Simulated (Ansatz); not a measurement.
**C3H8BNSi: small, medium and large basis sets**

One table from this session's results is given with a row withheld; the runs are named, their logs left out.

Program: Ansatz 0.2.0, Gaussian basis. Level of theory: one geometry, several basis sets. These are calculated values, not measurements.

The runs, in order: PBE0-D4/def2-SVP; ωB97M-V/def2-SVP; PBE0-D4/def2-QZVPP; ωB97M-V/def2-QZVPP; the functionals' def2-TZVPP values are taken from earlier runs.

**The geometry**

All runs share one geometry, relaxed beforehand with PBE0-D4 in a triple-zeta def2 set.

SMILES `BC(C)([SiH3])C#N`, 14 atoms, charge 0, spin multiplicity 1.

Atoms are counted from 1 here; the program's logs count them from 0.

Bond lengths: B1–C2 1.542 Å, B1–H7 1.193 Å, B1–H8 1.196 Å, C2–C3 1.538 Å, C2–Si4 1.947 Å, C2–C5 1.445 Å, C3–H9 1.091 Å, C3–H10 1.091 Å, C3–H11 1.092 Å, Si4–H12 1.484 Å, Si4–H13 1.480 Å, Si4–H14 1.481 Å, C5–N6 1.152 Å. Angles: C2–B1–H7 120.7°, C2–B1–H8 118.3°, H7–B1–H8 120.7°, B1–C2–C3 117.8°, B1–C2–Si4 98.1°, B1–C2–C5 114.9°, C3–C2–Si4 106.8°, C3–C2–C5 112.6°, Si4–C2–C5 104.0°, C2–C3–H9 110.1°, C2–C3–H10 110.0°, C2–C3–H11 112.0°, H9–C3–H10 108.0°, H9–C3–H11 107.8°, H10–C3–H11 108.8°, C2–Si4–H12 108.4°, C2–Si4–H13 111.1°, C2–Si4–H14 104.9° and more.

Set-up of the first run:

in.yaml reads:

```yaml
crystal:
  periodic: [false, false, false]
  atoms:
    - {symbol: B, position_ang: [-1.641997, 0.088765, -0.066049]}
    - {symbol: C, position_ang: [-0.136412, 0.390771, 0.078160]}
    - {symbol: C, position_ang: [0.643442, 0.774427, -1.190364]}
    - {symbol: Si, position_ang: [0.454791, -1.394303, 0.584687]}
    - {symbol: C, position_ang: [0.212856, 1.210682, 1.215113]}
    - {symbol: N, position_ang: [0.510003, 1.860925, 2.118989]}
    - {symbol: H, position_ang: [-2.370813, 0.160211, 0.875111]}
    - {symbol: H, position_ang: [-2.041960, -0.310872, -1.119781]}
    - {symbol: H, position_ang: [0.386408, 1.789965, -1.496529]}
    - {symbol: H, position_ang: [0.383165, 0.099327, -2.007308]}
    - {symbol: H, position_ang: [1.723323, 0.736556, -1.032958]}
    - {symbol: H, position_ang: [0.160887, -2.320519, -0.536606]}
    - {symbol: H, position_ang: [-0.214626, -1.844793, 1.825912]}
    - {symbol: H, position_ang: [1.917835, -1.270339, 0.780523]}
basis:
  gaussian: {orbitals: def2-SVP}
hamiltonian: {xc: pbe0, dispersion: d4}
output: {orbitals: {seedname: orbitals}}
```

On the command line:

```
ansatz run in.yaml --threads 4 --pin off --events-out ev --progress --plain --max-ram 10444MiB
```

Among the steps run: PBE0-D4 in def2-SVP; ωB97M-V in def2-SVP; PBE0-D4 in def2-QZVPP; ωB97M-V in def2-QZVPP.

One table of the session follows, with a row left open; its other results are not shown here.

| functional | basis | HOMO (eV) | LUMO (eV) |
| --- | --- | --- | --- |
| PBE0-D4 | def2-SVP | -8.40 | -1.98 |
| PBE0-D4 | def2-TZVPP | -8.44 | -2.10 |
| PBE0-D4 | def2-QZVPP | ? | ? |
| ωB97M-V | def2-SVP | -10.54 | 0.03 |
| ωB97M-V | def2-TZVPP | -10.62 | -0.19 |
| ωB97M-V | def2-QZVPP | -10.63 | -0.25 |

**Question.** Estimate the row for PBE0-D4, def2-QZVPP.

The run gave: HOMO (eV): -8.45; LUMO (eV): -2.11. In the column «HOMO (eV)» it lies between ωB97M-V, def2-SVP (-10.54) and PBE0-D4, def2-TZVPP (-8.44).
